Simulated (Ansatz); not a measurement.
# CdFHO: a ladder of functionals and wavefunction methods

An exercise on one series of results from a longer session: the logs are not shown, and one member is left open.

Method: functionals in def2-TZVPP, the program's frozen cores in correlated methods; program: Ansatz 0.2.0, Gaussian basis.

Plan: LDA (SPW92), PBE-D4, revPBE-D4, BLYP-D4, r2SCAN-D4, B97M-V, PBE0-D4, B3LYP-D4, r2SCANh-D4, r2SCAN0-D4, HSE06-D4, BHLYP-D4, CAM-B3LYP-D4, LC-ωPBE, ωB97X-V, ωB97M-V, B2PLYP, PBE-QIDH; CCSD(T)/def2-SVP; CCSD(T)/def2-TZVPP; MP2/def2-QZVPP; extrapolation to the limit; RPA on PBE.

### The relaxed structure

An earlier PBE0-D4 in a triple-zeta def2 set relaxation fixed the geometry. Cd takes the def2 core potential; no spin-orbit term is included.

SMILES `[OH][Cd][F]`, 4 atoms, charge 0, spin multiplicity 1.

Atoms are counted from 1 here; the program's logs count them from 0.

Bond lengths: O1–Cd2 1.952 Å, O1–H4 0.960 Å, Cd2–F3 1.928 Å. Angles: Cd2–O1–H4 112.1°, O1–Cd2–F3 176.3°.

As a file:

```xyz
4
charge 0, multiplicity 1
O    -0.8557    0.7066   -0.7969
Cd    0.5722   -0.1961    0.1812
F     2.0655   -1.0265    1.0745
H    -1.7266    0.4557   -0.4792
```

The first run:

The input, in.yaml:

```yaml
crystal:
  periodic: [false, false, false]
  atoms:
    - {symbol: O, position_ang: [-0.855705, 0.706582, -0.796878]}
    - {symbol: Cd, position_ang: [0.572245, -0.196084, 0.181218]}
    - {symbol: F, position_ang: [2.065513, -1.026487, 1.074512]}
    - {symbol: H, position_ang: [-1.726554, 0.455689, -0.479151]}
basis:
  gaussian: {orbitals: def2-TZVPP}
hamiltonian: {xc: lda}
output: {orbitals: {seedname: orbitals}}
```

Among the steps run: LDA; PBE-D4 (GGA); revPBE-D4 (GGA); BLYP-D4 (GGA); r2SCAN-D4 (meta-GGA); B97M-V (meta-GGA); PBE0-D4 (hybrid); B3LYP-D4 (hybrid); r2SCANh-D4 (hybrid); r2SCAN0-D4 (hybrid); HSE06-D4 (hybrid); BHLYP-D4 (hybrid); CAM-B3LYP-D4 (range-separated); LC-ωPBE-D4 (range-separated; the results give it without D4); ωB97X-V (range-separated); ωB97M-V (range-separated); B2PLYP (double hybrid); PBE-QIDH (double hybrid).

One table of the session follows, with a row left open; its other results are not shown here.

It belongs to the step «Frontier levels by functional». 

```
  functional  HOMO (eV)  LUMO (eV)  gap (eV)
 LDA (SPW92)      -7.12      -3.10      4.03
      PBE-D4      -6.83      -2.79      4.05
   revPBE-D4      -6.73      -2.67      4.06
     BLYP-D4      -6.78      -2.82      3.96
   r2SCAN-D4      -7.16      -2.52      4.64
      B97M-V      -7.22      -2.67      4.55
     PBE0-D4      -8.48      -1.86      6.62
    B3LYP-D4      -8.26      -2.25      6.01
  r2SCANh-D4      -7.78      -2.18      5.60
  r2SCAN0-D4      -8.73      -1.70      7.03
    HSE06-D4      -8.07      -2.23      5.84
    BHLYP-D4          ?          ?         ?
CAM-B3LYP-D4     -10.02      -1.01      9.01
     LC-ωPBE     -11.30       0.35     11.65
     ωB97X-V     -10.97       0.17     11.14
     ωB97M-V     -10.93      -0.10     10.83
```

Q: Estimate the row for BHLYP-D4 from the others.

Worked estimate for «HOMO (eV)». Against the share of exact exchange, BLYP-D4 (0, -6.78), B3LYP-D4 (0.2, -8.26) give a slope of -7.40 per unit share; at 0.5 the line stands at -10.48.

As computed: HOMO (eV): -10.11; LUMO (eV): -1.13; gap (eV): 8.98. In «HOMO (eV)» the line misses by -0.37.
